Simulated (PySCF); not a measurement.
**RuOBr2: structure of the quintet**

Aim: relax RuOBr2 as a quintet from a PBE0 minimum start, check by its vibrations whether the end is a minimum, and collect its spectrum and constants.

Method: PBE0, basis Ru def2-SVP with ECP28, O def2-SVP, Br def2-SVP, scalar-relativistic core potentials, no spin–orbit coupling, density fitting; program: PySCF 2.14.0.

## 1. The system as given

4 atoms, charge 0, spin multiplicity 5.

Bond lengths: Ru1–O2 1.703 Å, Ru1–Br3 2.392 Å, Ru1–Br4 2.392 Å. Angles: O2–Ru1–Br3 103.3°, O2–Ru1–Br4 103.3°, Br3–Ru1–Br4 153.4°.

Coordinates in bohr (charge 0 multiplicity 5):
```
Ru    0.4090    0.0000    0.0000
O     3.6273    0.0000    0.0000
Br   -0.6316   -4.3985    0.0000
Br   -0.6316    4.3985    0.0000
```

## 2. First SCF at the start

The steps below are one call of a driver around PySCF. For each, scf.py gives the equivalent set-up of the SCF; relaxations use the driver's own optimiser. After this first run the driver tries any further starts and a stability analysis.

The input, scf.py:

```python
from pyscf import gto, scf, dft
mol = gto.M(atom='''
Ru     0.216420     0.000000    -0.000000
O      1.919490     0.000000     0.000000
Br    -0.334250    -2.327560     0.000000
Br    -0.334250     2.327560     0.000000''',
    basis={'Ru': 'def2-SVP', 'O': 'def2-SVP', 'Br': 'def2-SVP'},
    ecp={'Ru': 'def2-SVP'},
    charge=0, spin=4)
mf = dft.UKS(mol, xc='PBE0')
mf.grids.atom_grid = (50, 194)
aux = {'Ru': 'def2-universal-JKFIT', 'O': 'def2-universal-JKFIT', 'Br': 'def2-universal-JKFIT'}
mf = mf.density_fit(auxbasis=aux)
mf.conv_tol = 1e-08
mf.diis_space = 10
mf.max_cycle = 60
mf.init_guess = 'minao'
mf.verbose = 4
mf.kernel()
```

Command:

```
$ OMP_NUM_THREADS=4 python axn.py task.json out
```

The runs that follow: Relaxing the quintet from the PBE0 minimum start; Frequencies.

What does the calculation give? Wanted: minimum; geometry; wavenumbers; dipole moment; highest occupied, lowest empty level; polar-tensor charge of Ru1; zero-point energy; atomisation energy; ⟨S²⟩.

The runs gave:

| quantity | value |
| --- | --- |
| minimum | quintet, C2v |
| geometry | Ru–Br 2.392 Å (×2), Ru–O 1.703 Å; Br–Ru–Br 153.2°, Br–Ru–O 103.4° (×2) |
| wavenumbers (cm⁻¹) | 58 (b1), 84 (a1), 162 (b2), 230 (a1), 327 (b2), 932 (a1) |
| dipole moment | 1.54 D |
| highest occupied, lowest empty level (either spin) | -7.52, -5.03 eV |
| polar-tensor charge of Ru1 | +1.27 e |
| zero-point energy | 10.7 kJ/mol |
| entropy at 298.15 K | 369.0 J/(mol K) |
| atomisation energy (no zero-point energy) | 999 kJ/mol |
| ⟨S²⟩ | 6.017 |

In words: The molecule stays C2v, as typed, and the end point is a minimum. The strongest infrared band lies at 327 cm⁻¹ (b2, stretch). Most of the spin sits on Ru1 (Mulliken spin 2.70, against 4 for the whole molecule). Other starts or spin states, not run here, may lie lower. One determinant may miss the lowest occupation of an open d or f shell.
